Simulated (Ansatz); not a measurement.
# NaP2: the cost of one run

Method: DFT PBE, scalar-relativistic, plane waves, PAW, in Ansatz 0.2.0.

1 further run of the same task is left out (it didn't finish).

## (1) The structure to begin with

The structure is monoclinic, space group C2/m (No. 12). Conventional cell: a = 9.307 Å, b = 3.312 Å, c = 4.150 Å, α = 90.00°, β = 97.31°, γ = 90.00°. Na (site symmetry 2/m) has 10 P at 2.97 to 3.45 Å and 2 Na at 3.31 Å as nearest neighbours. Around P (site symmetry m) lie 2 P at 2.17 Å and 3 Na at 2.97 to 3.10 Å.

As a file:

```
CELL_PARAMETERS angstrom
4.65339 -1.65591 0.00000
4.65339 1.65591 0.00000
-0.52771 0.00000 4.11652
ATOMIC_POSITIONS crystal
Na 0.00000 0.00000 0.50000
P 0.70569 0.70569 0.12501
P 0.29431 0.29431 0.87499
```

The cell was relaxed beforehand at this level, from a generated guess; it is a trial structure. At a tolerance of 0.05 Å it has space group C2/m (No. 12); it has 21.15 Å³/atom, an uncorrected energy of -0.23 eV/atom over the elements.

## (2) Bands, states and charges

Contents of input.yaml:

```yaml
crystal:
  lattice:
    - [4.653385, -1.655913, 0.0]
    - [4.653385, 1.655913, 0.0]
    - [-0.527708, 0.0, 4.1165175]
  atoms:
    - { symbol: Na, position: [0.0, 0.0, 0.5] }
    - { symbol: P, position: [0.705692, 0.705692, 0.125011] }
    - { symbol: P, position: [0.294308, 0.294308, 0.874989] }
basis:
  ecutwfc: 420
kpoints:
  mp_grid: { grid: [14, 14, 12] }
  band_path:
    path:
      - [[0.0, 0.0, 0.0], [-0.28217777, 0.28217777, 0.0]]
      - [[-0.71782223, -0.28217777, 0.0], [-0.5, -0.5, 0.0], [0.0, 0.0, 0.0], [-0.5, -0.5, 0.5], [-0.7269973, -0.2730027, 0.5]]
      - [[-0.2730027, 0.2730027, 0.5], [0.0, 0.0, 0.5], [0.0, 0.0, 0.0]]
      - [[-0.5, 0.0, 0.5], [0.0, 0.0, 0.0], [-0.5, 0.0, 0.0]]
    npoints: 14
hamiltonian:
  xc: pbe
scf:
  occupations: { method: gaussian, width: 0.1 }
  n_extra_bands: 7
output:
  forces: true
  stress: true
  eigenvalues: true
  populations: true
  dos: { projected: true, de: 0.02, nscf_kmesh: { grid: [17, 17, 15] } }
  bader: true
  write_density: true
  write_potential: true
  elf: true
  volumetric_format: npy
```

Run with:

```sh
$ ansatz run input.yaml --threads 1 --pin off --max-ram 3072MiB --backend cpu --events-out ev --progress --plain --runs-dir out
```

**Question.** How long does this run take on 1 thread of Intel Xeon Platinum 8259CL at 2.50GHz (Skylake/Cascade Lake), shared host, and how much memory does it need?

About 2.7 min, with a peak of 1.1 GiB.
